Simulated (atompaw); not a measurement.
**A PAW (atompaw) potential for Yb, from input to tests**

Do these settings give a usable potential? It is generated, then checked for scattering, ghosts and hardness.

Program: atompaw 4.2.0.5. Reference atom: PBE, scalar-relativistic, spherical and spin-unpolarised. All values are calculated.

### 1 The atom and the settings

Typed settings, in words:

- element: ytterbium (Yb, Z = 70)
- type: PAW
- frozen core: [Xe]
- valence charge: 16
- reference configuration: 4f14 5d0 6s1.5 6p0 (charge +0.5)
- partial waves: 6s (bound): rc 3.00 bohr; 6s channel at 0.6 Ry: rc 3.00 bohr; 6p (bound, empty): rc 3.00 bohr; 6p channel at 0.65 Ry: rc 3.00 bohr; 5d (bound, empty): rc 3.00 bohr; 5d channel at 0.5 Ry: rc 3.00 bohr; 4f (bound): rc 0.80 bohr; 4f channel at 1.9 Ry: rc 0.80 bohr
- local potential: troulliermartins scheme with l = 4 at 0 Ry, radius 3.00 bohr
- core correction: smooth core density matched at 1.75 bohr
- augmentation charge: sinc compensation charge, radius 2.70 bohr; PAW radius 3.00 bohr; waves and projectors: custom polynom gramschmidtortho

### 2 The generation run

Input file Yb.input:

```
Yb 70
GGA-PBE scalarrelativistic loggrid 2001 logderivrange -2 5 176
6 6 5 4 0 0
6 0 1.5
6 1 0
5 2 0
0 0 0
c
c
c
c
c
v
c
c
c
c
v
c
c
v
v
3
3.00 2.70 3.00 1.75
y
0.6
n
y
0.65
n
y
0.5
n
y
1.9
n
custom polynom gramschmidtortho sinc
4 0 troulliermartins
3.00
3.00
3.00
3.00
3.00
3.00
0.80
0.80
PWSCFOUT
UPFDX 0.0125d0 UPFXMIN -7.d0 UPFZMESH 70.d0
END
```

Launch:

```sh
$ atompaw < Yb.input > Yb.log
```

**Question.** What will these runs give? Wanted: cutoffs for 10 and 1 mRy, occupied levels; bound ghosts; largest phase difference near zero energy, channels read; lowest eigenvalue of the overlap; share of valence orbitals outside the PAW sphere; UPF file.

As calculated:

| quantity | value |
| --- | --- |
| cutoffs for 10 and 1 mRy, occupied levels | over 300 Ry and over 300 Ry |
| bound ghosts | s at -72.34 eV, p at -28.70 eV |
| largest phase difference near zero energy, channels read | 0.001 rad |
| lowest eigenvalue of the overlap (Bessel basis) | 0.136 (s) |
| share of valence orbitals outside the PAW sphere | 6s 69 %, 6p 91 %, 5d 45 %, 4f 1 % |
| UPF file | written |

In words: It has a bound ghost (s, p), a state that the atom doesn't have, and that rules the file out. It counts as very hard, with over 300 Ry needed at the looser tolerance. The slowest occupied level is 4f: taken alone it needs over 300 Ry to come within 1 mRy, against 6 Ry or less for 6s. Near zero energy the phases of the channels with partial waves agree within 0.001 rad.
